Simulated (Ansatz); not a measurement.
This script makes vertical energies of changing the electron count of H₄S₄Si, SMILES S[Si](S)(S)S with Ansatz's Python interface.

The script reads `h4s4si.xyz`:
```text
9

S    -0.69690    1.05530   -1.64710
Si   -0.01130   -0.00900   -0.00430
S     2.07060    0.19950    0.08840
S    -0.43210   -2.04580   -0.24520
S    -0.88030    0.72640    1.76680
H    -2.01980    0.72260   -1.53380
H     2.37370   -0.22640   -1.14020
H     0.00860   -2.43720    0.93900
H    -0.32390    1.96830    1.75930
```

The script, `h4s4si_ip.py`:
```python
import ansatz as az


def energy(molecule, charge=0, unpaired=0):
    calc = molecule.calculation().basis(gaussian="def2-SVPD").functional("cam_b3lyp")
    if charge:
        calc = calc.charge(charge)
    if unpaired:
        calc = calc.spin("collinear", total=unpaired)
    report = calc.run().report
    if report["published_state_doubts"]:
        print("  doubts:", report["published_state_doubts"])
    return report["free_energy_ev"]


def main() -> None:
    system = az.Crystal.molecule_from_extxyz("h4s4si.xyz")

    parent = energy(system, 0, 0)
    cation = energy(system, 1, 1)
    print(f"E(N)   = {parent:.5f} eV")
    print(f"E(N-1) = {cation:.5f} eV  (1 unpaired)")
    print(f"vertical ionisation energy {cation - parent:.3f} eV")
    anion = energy(system, -1, 1)
    print(f"E(N+1) = {anion:.5f} eV  (1 unpaired)")
    print(f"vertical electron affinity {parent - anion:.3f} eV" + ("" if anion < parent else " (unbound in this basis)"))
    print(f"fundamental gap IP - EA = {cation + anion - 2 * parent:.3f} eV")


if __name__ == "__main__":
    main()
```

What does it cost to change the electron count at this fixed geometry?

At this unrelaxed geometry removing an electron costs 9.55 eV and an added one is unbound in this basis (by 0.86 eV).

The run itself:

```console
$ python h4s4si_ip.py
E(N)   = -51273.17626 eV
E(N-1) = -51263.62736 eV  (1 unpaired)
vertical ionisation energy 9.549 eV
E(N+1) = -51272.31132 eV  (1 unpaired)
vertical electron affinity -0.865 eV (unbound in this basis)
fundamental gap IP - EA = 10.414 eV
```

Reading the output:
- Total energies depend on the basis set; only differences at equal settings carry meaning.
- The geometry is a force-field or estimated start, not a minimum of this method, and the basis set is short of its limit. All parts are taken at fixed geometry, without zero-point energy. At an unrelaxed start these energies can be a whole eV from those at the minimum, and a small affinity can change sign.
- A negative electron affinity means that the anion is unbound here; its size hangs on the basis and tends to about zero as the basis grows, and so does its part in any gap built on it.
- It ran for 2.9 min on 1 thread of Arm Neoverse V1, with other jobs on the host, peak memory 1 GiB.

(Lines on the test bed's own set-up are left out of the output.)
